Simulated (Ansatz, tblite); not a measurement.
# The cluster Mg₂Al₄O₈: rung by rung

One table from this session's results is given with a row withheld; the runs are named, their logs left out.

Computed with Ansatz 0.2.0, Gaussian basis. Level: as each input shows.

The runs, in order: GFN1-xTB, GFN2-xTB, PBE-D4/def2-TZVP, r2SCAN-D4/def2-TZVP, B3LYP-D4/def2-TZVP, r2SCAN0-D4/def2-TZVP, PBE-D4/def2-SVP, PBE0-D4/def2-SVP, HF/STO-3G, HF/6-31G, B3LYP-D4/6-31G, MP2/def2-SVP, RPA/def2-SVP.

5 further runs of the same task are left out: 3 that didn't finish, 2 set aside as unsound or not needed.

## The structure

The geometry is that of the singlet, from an earlier relaxation (PBE-D4/def2-SVP). At that level it is the lowest of the isomers that a small search found.

14 atoms, charge 0, spin multiplicity 1.

Bond lengths: Mg1–O10 1.950 Å, Mg1–O12 2.242 Å, Mg1–O13 2.017 Å, Mg1–O14 2.119 Å, Mg2–O11 1.892 Å, Mg2–O12 1.975 Å, Mg2–O13 2.058 Å, Al3–O9 1.736 Å, Al3–O10 1.706 Å, Al3–O12 1.838 Å, Al4–O8 1.741 Å, Al4–O9 1.783 Å, Al4–O12 2.003 Å, Al4–O14 1.878 Å, Al5–O7 1.780 Å, Al5–O8 1.740 Å, Al5–O11 1.712 Å, Al6–O7 1.716 Å and more. Angles: O10–Mg1–O12 81.8°, O10–Mg1–O13 155.1°, O10–Mg1–O14 115.1°, O12–Mg1–O13 83.4°, O12–Mg1–O14 77.6°, O13–Mg1–O14 80.8°, O11–Mg2–O12 114.5°, O11–Mg2–O13 117.2°, O12–Mg2–O13 89.4°, O9–Al3–O10 134.6°, O9–Al3–O12 93.8°, O10–Al3–O12 101.9°, O8–Al4–O9 133.7°, O8–Al4–O12 111.9°, O8–Al4–O14 110.7°, O9–Al4–O12 86.9°, O9–Al4–O14 111.3°, O12–Al4–O14 89.6° and more.

PBE0-D4/def2-TZVP was run before; its log isn't repeated, and its numbers join the tables.

The first run:

Tight binding, by tblite at 300 K electronic temperature and without a spin-polarisation term:

```python
tblite.interface.Calculator('GFN1-xTB', numbers, positions, charge=0, uhf=0).singlepoint()
```

Tight binding, by tblite at 300 K electronic temperature and without a spin-polarisation term:

```python
tblite.interface.Calculator('GFN2-xTB', numbers, positions, charge=0, uhf=0).singlepoint()
```

start.molden holds the orbitals of an earlier run on this state, given as this run's starting guess.

The input, in.yaml:

```yaml
crystal:
  periodic: [false, false, false]
  atoms:
    - {symbol: Mg, position_ang: [-1.846615, -0.906775, -0.394574]}
    - {symbol: Mg, position_ang: [-0.758474, 1.858343, -0.110058]}
    - {symbol: Al, position_ang: [-0.341323, -1.066523, -2.451441]}
    - {symbol: Al, position_ang: [1.165370, -0.750485, -0.467522]}
    - {symbol: Al, position_ang: [1.553114, 1.388239, 1.435068]}
    - {symbol: Al, position_ang: [-0.525337, -0.214915, 1.877506]}
    - {symbol: O, position_ang: [0.691821, 0.594966, 2.775767]}
    - {symbol: O, position_ang: [2.321277, 0.212184, 0.408254]}
    - {symbol: O, position_ang: [1.227476, -1.657748, -2.001257]}
    - {symbol: O, position_ang: [-1.941085, -1.608379, -2.211293]}
    - {symbol: O, position_ang: [0.702046, 2.703445, 0.745464]}
    - {symbol: O, position_ang: [-0.256694, 0.376945, -1.316157]}
    - {symbol: O, position_ang: [-1.871501, 0.539116, 1.011509]}
    - {symbol: O, position_ang: [-0.120064, -1.468414, 0.698725]}
basis:
  gaussian: {orbitals: def2-TZVP, initial_orbitals: start.molden}
hamiltonian: {xc: pbe, dispersion: d4}
scf: {omitted_lower_state_checks: [starts]}
output: {orbitals: {seedname: orbitals}}
```

The run is started by

```console
ansatz run in.yaml --threads 6 --pin off --events-out ev --progress --plain --max-ram 7833MiB
```

Among the steps run: PBE-D4/def2-TZVP; r2SCAN-D4/def2-TZVP; B3LYP-D4/def2-TZVP; r2SCAN0-D4/def2-TZVP; PBE-D4/def2-SVP; PBE0-D4/def2-SVP; HF/STO-3G; HF/6-31G; B3LYP-D4/6-31G; MP2/def2-SVP; RPA/def2-SVP.

One table of the session follows, with a row left open; its other results are not shown here.

It belongs to the step «Binding energy». 

| level | binding an atom (eV) |
| --- | --- |
| HF/STO-3G | 3.601 |
| HF/6-31G | 2.630 |
| HF/def2-SVP | 3.262 |
| PBE-D4/def2-SVP | ? |
| PBE-D4/def2-TZVP | 4.959 |
| r2SCAN-D4/def2-TZVP | 4.957 |
| B3LYP-D4/6-31G | 4.206 |
| B3LYP-D4/def2-TZVP | 4.772 |
| PBE0-D4/def2-SVP | 4.788 |
| PBE0-D4/def2-TZVP | 4.764 |
| r2SCAN0-D4/def2-TZVP | 4.749 |
| RPA/def2-SVP | 4.221 |
| MP2/def2-SVP | 4.847 |

Estimate the missing values for PBE-D4/def2-SVP.

**Answer.** binding an atom (eV): 5.004. In the column «binding an atom (eV)» it is the highest.

To keep in mind: Free atoms were run apart at each level; binding is atoms less cluster, divided by the number of atoms, without zero-point or spin-orbit terms.
